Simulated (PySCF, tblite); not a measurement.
# C₄H₁₁FO₂Si₂: geometry, infrared bands and NMR shifts

What infrared bands and NMR shifts should C₄H₁₁FO₂Si₂ (`C/C(=C\O[SiH3])O[SiH2]CF`) show?

Computed with tblite 0.8.0 and PySCF 2.14.0, with density-fitted response routines of our own, on a single molecule in the gas phase. Atoms count from 0, in the outputs and in this text.

## (1) The molecule as given

20 atoms, charge 0, multiplicity 1; geometry from: force field or distance geometry start.

Bonds of the start (Å): C0–C1 1.50, C1–C2 1.36, C2–O3 1.36, O3–Si4 1.67, C1–O5 1.40, O5–Si6 1.66, Si6–C7 1.85, C7–F8 1.37, C0–H9 1.08, C0–H10 1.10, C0–H11 1.10, C2–H12 1.09, Si4–H13 1.48, Si4–H14 1.48, Si4–H15 1.49, Si6–H16 1.49, Si6–H17 1.48, C7–H18 1.10, C7–H19 1.09.

## (2) Optimising the geometry with GFN2-xTB

Job settings and geometry (Å):

```
{"job": {"kind": "relax", "xc": "GFN2-xTB", "basis": "xTB"}, "charge": 0, "multiplicity": 1}
C      0.352100    -0.455600    -1.745600
C      0.305400    -0.093200    -0.289800
C      1.434100    -0.032500     0.468100
O      2.679500    -0.264000    -0.038200
Si     4.017000    -0.169300     0.960700
O     -0.901800     0.175500     0.361900
Si    -2.407900     0.161200    -0.336200
C     -3.747100     0.582600     0.866500
F     -4.956500     0.542200     0.231600
H      1.356400    -0.640800    -2.100500
H     -0.233200    -1.366700    -1.939200
H     -0.063300     0.360500    -2.350900
H      1.366700     0.230300     1.526700
H      3.897500    -1.132900     2.073100
H      5.239000    -0.467100     0.174800
H      4.121100     1.204400     1.527400
H     -2.635400    -1.190600    -0.907900
H     -2.409200     1.115200    -1.467300
H     -3.797300    -0.131200     1.696800
H     -3.622200     1.582600     1.285000
```

Launch:

```console
> OMP_NUM_THREADS=1 python probes_run.py task.json out
```

This one command runs all jobs of the session in turn.

**Question.** This job is followed by: GFN2-xTB harmonic vibrations, gas phase; GIAO PBE0/pcSseg-1 NMR shielding, non-relativistic, gas phase. Predict these results of the whole session: strongest single infrared mode (GFN2-xTB); zero-point energy (GFN2-xTB); ¹³C shifts against TMS (PBE0/pcSseg-1); ¹H shifts against TMS (PBE0/pcSseg-1, means over atoms taken as alike); ¹⁷O shifts against H2O (PBE0/pcSseg-1); ²⁹Si shifts against TMS (PBE0/pcSseg-1); ¹⁹F shifts against CFCl3 (PBE0/pcSseg-1); surface potential, 1st and 99th percentile.

**Answer**, as computed:

```
                                                              quantity                             value
                             strongest single infrared mode (GFN2-xTB)             1210 cm⁻¹, 651 km/mol
                                          zero-point energy (GFN2-xTB)                     86.2 kcal/mol
                                ¹³C shifts against TMS (PBE0/pcSseg-1)      145.7, 133.6, 77.0, 13.6 ppm
¹H shifts against TMS (PBE0/pcSseg-1, means over atoms taken as alike)  6.45, 5.20, 5.05, 5.02, 2.13 ppm
                                ¹⁷O shifts against H2O (PBE0/pcSseg-1)                    73.9, 57.3 ppm
                               ²⁹Si shifts against TMS (PBE0/pcSseg-1)                  -35.3, -36.0 ppm
                              ¹⁹F shifts against CFCl3 (PBE0/pcSseg-1)                        -317.0 ppm
                                 surface potential, 1st and 99th percentile                -1.10 V and 1.45 V
```

In words: Relaxing lowered the energy by 0.387 eV in 72 steps; the close pair that moved most is Si6–C7, from 1.849 to 1.908 Å. All 54 modes are real, so the xTB geometry is a minimum. The strongest single mode, at 1210 cm⁻¹, moves mainly O3 and C2. GFN2-xTB is a fitted tight-binding method: band positions and strengths are rough. Its intensities can rank the bands wrongly. The most deshielded hydrogen is H12 (hydrogen on an alkene carbon bearing oxygen), at 6.45 ppm: a vinylic proton, deshielded by the sp2 carbon and the C=C anisotropy.
